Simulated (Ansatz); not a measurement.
# C3H6Al: the cost of one run

All numbers are computed with Ansatz 0.2.0 through its Python package. Level of theory: CAM-B3LYP/def2-SVP.

## (1) The system

Bond lengths: C1–C2 1.280 Å, C2–Al3 1.951 Å, Al3–C4 1.970 Å, C1–H5 1.110 Å, C1–H6 1.091 Å, C2–H7 1.090 Å, C4–H8 1.084 Å, C4–H9 1.136 Å, C4–H10 1.172 Å. Angles: C1–C2–Al3 121.6°, C1–C2–H7 121.0°, Al3–C2–H7 117.5°, C2–C1–H5 122.4°, C2–C1–H6 123.4°, H5–C1–H6 113.7°, C2–Al3–C4 123.4°, Al3–C4–H8 113.9°, Al3–C4–H9 110.3°, Al3–C4–H10 108.6°, H8–C4–H9 109.7°, H8–C4–H10 110.6°, H9–C4–H10 103.2°.

The script reads c3h6al.xyz:

```xyz
10

C    -1.13600   -1.04940   -0.94790
C     0.12930   -1.12350   -1.12590
Al    1.37140   -0.02870   -0.09390
C     0.79550    1.28920    1.25270
H    -1.59720   -0.31060   -0.25960
H    -1.86090   -1.60060   -1.54890
H     0.55460   -1.82520   -1.84380
H     1.61450    1.81090    1.73420
H     0.08300    2.04200    0.78780
H     0.12890    0.74480    2.04840
```

## (2) The script

The input, field_c3h6al.py:

```python
"""Response of C3H6Al to a pair of distant point charges."""

import ansatz as az
import numpy as np

params = {
    "basis": "def2-SVP",
    "xc": "cam_b3lyp",
}

molecule = az.Crystal.molecule_from_extxyz("c3h6al.xyz")

calc = molecule.calculation()
calc = calc.basis(gaussian=params["basis"])
calc = calc.functional(params["xc"])
calc = calc.spin("collinear", total=1)
calc = calc.forces()
# charges +q and -q at -R and +R make a nearly even field 2 k q / R^2 at the centre
centre = np.mean([site.position_ang for site in molecule.cartesian_sites], axis=0)
field = 2 * 14.399645 * 4.0 / 25.0 ** 2


def dipole(axis, sign):
    arm = 25.0 * np.eye(3)[axis]
    pair = [{"charge": sign * 4.0, "position_ang": (centre - arm).tolist()}, {"charge": -sign * 4.0, "position_ang": (centre + arm).tolist()}]
    deck = calc.input().set(az.key.basis.gaussian.point_charges, pair)
    return np.array(az.Session.from_dict(deck).plan().execute().report["charge_distribution"]["dipole_moment_e_ang"])


print(f"field {field:.4f} V/A")
alpha = np.array([(dipole(axis, 1) - dipole(axis, -1)) / (2 * field) * 14.399645 for axis in range(3)])
print("polarisability tensor (A^3)")
print(np.array2string(alpha, precision=3, suppress_small=True))
print(f"mean {np.trace(alpha) / 3:.3f} A^3 = {np.trace(alpha) / 3 / 0.14818471:.2f} bohr^3")
```

## (3) What the engine is handed

The engine receives this input (first run):

```yaml
crystal:
  periodic: [false, false, false]
  atoms:
    - { symbol: C, position_ang: [-1.136, -1.0494, -0.9479] }
    - { symbol: C, position_ang: [0.1293, -1.1235, -1.1259] }
    - { symbol: Al, position_ang: [1.3714, -0.0287, -0.0939] }
    - { symbol: C, position_ang: [0.7955, 1.2892, 1.2527] }
    - { symbol: H, position_ang: [-1.5972, -0.3106, -0.2596] }
    - { symbol: H, position_ang: [-1.8609, -1.6006, -1.5489] }
    - { symbol: H, position_ang: [0.5546, -1.8252, -1.8438] }
    - { symbol: H, position_ang: [1.6145, 1.8109, 1.7342] }
    - { symbol: H, position_ang: [0.083, 2.042, 0.7878] }
    - { symbol: H, position_ang: [0.1289, 0.7448, 2.0484] }
basis:
  gaussian:
    orbitals: def2-SVP
    point_charges:
      - { charge: 4.0, position_ang: [-24.99169, -0.005110000000000048, 0.0003099999999999437] }
      - { charge: -4.0, position_ang: [25.00831, -0.005110000000000048, 0.0003099999999999437] }
hamiltonian:
  xc: cam_b3lyp
magnetization:
  spin_polarized: true
  initial_magnetization: 1.0
output:
  forces: true
```

## (4) Running it

On the command line:

```
$ python field_c3h6al.py
```

**Question.** How long does this script take on 1 thread of Arm Neoverse V2, shared host, and how much memory does it need?

About 43 s, with a peak of 0.31 GiB.
